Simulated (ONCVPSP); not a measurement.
# Beryllium: generating and testing an ONCV potential

Task: generate the file, and judge it by its errors in other configurations, its logarithmic derivatives, its ghosts and its cutoff.

Program: ONCVPSP 4.0.1. Reference atom: PBE, scalar-relativistic, spherical and spin-unpolarised. All values are calculated.

### 1 The atom and the settings

Typed settings, in words:

- element: beryllium (Be, Z = 4)
- type: optimised norm-conserving Vanderbilt (ONCV)
- frozen core: none
- valence charge: 4
- reference configuration: 1s2 2s2
- partial waves: 1s+2s: rc 0.80 bohr, ncon 3, nbas 8, qcut 13.4 1/bohr, 3 projectors, debl 2.2 Ha; p scattering state at 0.39 Ha: rc 0.75 bohr, ncon 3, nbas 7, qcut 12.6 1/bohr, 1 projector
- local potential: polynomial inside 0.75 bohr (lpopt 5, dvloc0 4 Ha)
- core correction: not asked for

The outer shells as boxes (Hund's rule for the drawing; the calculation is spin-unpolarised):

```
1s [↑↓]
2s [↑↓]
```

The nodes and maxima of the atom's own shells, from an earlier all-electron run, set the scale for the radii.

All-electron outer shells of the reference configuration (PBE, scalar-relativistic, ld1.x):

```json
{"shell": "1s", "level (eV)": "-106.21", "outermost node (bohr)": "–", "outermost maximum (bohr)": "0.27"}
{"shell": "2s", "level (eV)": "-5.61", "outermost node (bohr)": "0.59", "outermost maximum (bohr)": "2.04"}
{"shell": "2p", "level (eV)": "-2.02", "outermost node (bohr)": "–", "outermost maximum (bohr)": "2.28"}
```

### 2 Generation

Be.dat

```
# ATOM AND REFERENCE CONFIGURATION
# atsym  z   nc   nv     iexc    psfile
  Be 4.00    0    2        4      upf
#
#   n    l    f
    1    0    2.00
    2    0    2.00
#
# PSEUDOPOTENTIAL AND OPTIMIZATION
# lmax
    1
#
#   l,   rc,      ep,       ncon, nbas, qcut
    0    0.80    0.00    3    8   13.40
    1    0.75    0.39    3    7   12.60
#
# LOCAL POTENTIAL
# lloc, lpopt,  rc(5),   dvloc0
    4    5    0.75    4.00
#
# VANDERBILT-KLEINMAN-BYLANDER PROJECTORs
# l, nproj, debl
    0    3    2.20
    1    1    4.00
#
# MODEL CORE CHARGE
# icmod, fcfact, rcfact
    0    0.00    0.00
#
# LOG DERIVATIVE ANALYSIS
# epsh1, epsh2, depsh
   -5.00    5.00    0.04
#
# OUTPUT GRID
# rlmax, drl
    6.00    0.01
#
# TEST CONFIGURATIONS
# ncnf
    4
# nvcnf
#   n    l    f
    2
    1    0    2.00
    2    0    1.00
#
    2
    1    0    2.00
    2    0    0.00
#
    2
    1    0    2.00
    2    0    1.50
#
    2
    1    0    1.00
    2    0    2.00
#
```

Launch:

```console
$ oncvpsp.x < Be.dat > Be.out
```

**Question.** What will these runs give? Wanted: cutoffs for 1 and 0.1 mHa per electron, occupied waves; bound ghosts; GHOST(+) flags; largest test error; largest phase difference near zero energy, channels read.

The runs gave:

```
                                                quantity                   value
  cutoffs for 1 and 0.1 mHa per electron, occupied waves         71 Ha and 82 Ha
                                            bound ghosts              none found
                                          GHOST(+) flags      none at low energy
                            largest test error (AE − PS)  +1407 meV, for 1s1 2s2
largest phase difference near zero energy, channels read               0.000 rad
```

The worst unpolarised test, 1s1 2s2, is off by 1407 meV on 128.3 eV; by total energies transferability rates as poor. That test lies far up in energy; among those under 40 eV, nearer to bonding, the largest error is 4.4 meV. By its cutoff, 71 Ha for the looser tolerance, it is very hard. At the looser tolerance the 1s wave is the slowest; 2s needs 58 Ha. It is free of bound ghosts as far as tested. Near zero energy the phases of the channels with partial waves agree within 0.001 rad. These are tests on the free atom; a crystal test is still owed.
